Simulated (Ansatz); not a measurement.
**HfB2 (P6/mmm): scan of the energy under strain from a Python script**

What does a strain cost in HfB2 (P6/mmm)? The task is a scan of the energy under strain, for HfB2 (P6/mmm).

Program: Ansatz 0.2.0, driven from Python. Level of theory: DFT PBE, plane waves, PAW. These are calculated values, not measurements.

## Step 1: The system

Symmetry: P6/mmm, No. 191, hexagonal system. The conventional cell has a = 3.140 Å, b = 3.140 Å, c = 3.480 Å, α = 90.00°, β = 90.00°, γ = 120.00°. Around Hf (site symmetry 6/mmm) lie 12 B at 2.51 Å. B (site symmetry -6m2) is surrounded by 3 B at 1.81 Å and 6 Hf at 2.51 Å.

The script holds or builds the structure itself.

## Step 2: The script

File strain.py:

```python
# -*- coding: utf-8 -*-
"""A rhombohedral strain scan of HfB2."""

import ansatz as az
import matplotlib.pyplot as plt
import numpy as np

VECTORS = np.array([
    [3.14, 0.0, 0.0],
    [-1.57, 2.71932, 0.0],
    [0.0, 0.0, 3.48],
])
SITES = [
    ("Hf", (0.0, 0.0, 0.0)),
    ("B", (1 / 3, 2 / 3, 0.5)),
    ("B", (2 / 3, 1 / 3, 0.5)),
]


def make_crystal(cell):
    crystal = az.Crystal(lattice=az.Lattice.of(cell))
    for symbol, position in SITES:
        crystal = crystal.atom(symbol, position)
    return crystal


def main():
    # clamped ions: the fractional positions stay as typed
    values = np.linspace(-0.01, 0.01, 5)
    energies = []
    for d in values:
        strain = d / 2 * (np.ones((3, 3)) - np.eye(3))
        cell = VECTORS @ (np.eye(3) + strain)
        setup = (
            make_crystal(cell).calculation()
            .functional("pbe")
            .occupations("Fermi-Dirac", width=100 * az.meV)
            .basis(520)
            .kpoints(13, 13, 10)
        )
        report = setup.run(threads=1).report
        energies.append(report["free_energy_ev"] / len(SITES))
        print(f"d = {d:+.4f}  F = {energies[-1]:.5f} eV/atom")
    energies = np.array(energies)

    for value, e in zip(values, energies):
        print(f"strain {value:7.3f}   E - Emin = {1000 * (e - energies.min()):9.3f} meV/atom")
    plt.figure(figsize=(4.5, 3))
    plt.plot(values, 1000 * (energies - energies.min()), "o-")
    plt.xlabel("strain")
    plt.ylabel("meV/atom")
    plt.tight_layout()
    plt.savefig("strain.png", dpi=100)
    curvature = 2 * np.polyfit(values, energies, 3)[1]
    volume = abs(np.linalg.det(VECTORS)) / len(SITES)
    print(f"d2E/dd2 over the volume: {curvature / volume * 160.21766:.1f} GPa")


if __name__ == "__main__":
    main()
```

## Step 3: The input behind the calls

The package turns the script's settings into the engine's input (first run):

```yaml
crystal:
  lattice:
    - [3.14, -0.015700000000000002, -0.015700000000000002]
    - [-1.5835966000000001, 2.72717, -0.0057466]
    - [-0.0174, -0.0174, 3.48]
  atoms:
    - { symbol: Hf, position: [0.0, 0.0, 0.0] }
    - { symbol: B, position: [0.3333333333333333, 0.6666666666666666, 0.5] }
    - { symbol: B, position: [0.6666666666666666, 0.3333333333333333, 0.5] }
basis:
  ecutwfc: 520.0
kpoints:
  mp_grid:
    grid: [13, 13, 10]
hamiltonian:
  xc: pbe
scf:
  occupations:
    method: fermi_dirac
    width: 0.1
```

## Step 4: The run

Started as:

```
python strain.py
```

The log of the run:

```text
d = -0.0100  F = -5345.40521 eV/atom
d = -0.0050  F = -5345.40709 eV/atom
d = +0.0000  F = -5345.40771 eV/atom
d = +0.0050  F = -5345.40710 eV/atom
d = +0.0100  F = -5345.40527 eV/atom
strain  -0.010   E - Emin =     2.495 meV/atom
strain  -0.005   E - Emin =     0.620 meV/atom
strain   0.000   E - Emin =     0.000 meV/atom
strain   0.005   E - Emin =     0.613 meV/atom
strain   0.010   E - Emin =     2.438 meV/atom
d2E/dd2 over the volume: 797.9 GPa
```

It took 1.9 min on 1 thread of Arm Neoverse V2, shared host; peak memory 0.84 GiB.

## Step 5: Inputs of later runs

The engine's inputs for some of the other runs:

Run 2, against run 1:

```diff
@@ -3,3 +3,3 @@
-    - [3.14, -0.015700000000000002, -0.015700000000000002]
-    - [-1.5835966000000001, 2.72717, -0.0057466]
-    - [-0.0174, -0.0174, 3.48]
+    - [3.14, -0.007850000000000001, -0.007850000000000001]
+    - [-1.5767983, 2.7232450000000004, -0.0028733]
+    - [-0.0087, -0.0087, 3.48]
```

Run 3, against run 1:

```diff
@@ -3,3 +3,3 @@
-    - [3.14, -0.015700000000000002, -0.015700000000000002]
-    - [-1.5835966000000001, 2.72717, -0.0057466]
-    - [-0.0174, -0.0174, 3.48]
+    - [3.14, 0.0, 0.0]
+    - [-1.57, 2.71932, 0.0]
+    - [0.0, 0.0, 3.48]
```

Run 5, against run 1:

```diff
@@ -3,3 +3,3 @@
-    - [3.14, -0.015700000000000002, -0.015700000000000002]
-    - [-1.5835966000000001, 2.72717, -0.0057466]
-    - [-0.0174, -0.0174, 3.48]
+    - [3.14, 0.015700000000000002, 0.015700000000000002]
+    - [-1.5564034, 2.7114700000000003, 0.0057466]
+    - [0.0174, 0.0174, 3.48]
```

## Step 6: Run by run

The 5 runs, in the order started:

```
run  strain  energy from run 3 (meV/atom)  SCF cycles  CPU time (s)
  1  -0.010                          2.50           6            27
  2  -0.005                          0.62           6            29
  3   0.000                          0.00           6           4.3
  4   0.005                          0.61           6            26
  5   0.010                          2.44           6            25
```

Energies are free energies F = E - TS of the smeared occupations. 

## Step 7: Summary of results

```
                  quantity          value
curvature under the strain      797.9 GPa
             runs compared              5
           range of energy  2.50 meV/atom
      lowest point, strain          0.000
```

Against the unstrained cell the energy per atom changes by +2.50 meV at one end of the scan and +2.44 meV at the other, and its second derivative over the volume is 797.9 GPa. What to keep in mind:
- The curvature belongs to this strain pattern and to the cell's stress; it equals a single elastic constant only for simple patterns.
- In a metal a curvature from energy changes of a few meV or less hangs on mesh and smearing, in size and even in sign.
- Spin-orbit coupling, which matters for elements this heavy, is left out.
- The ions keep their fractional positions (clamped ions).
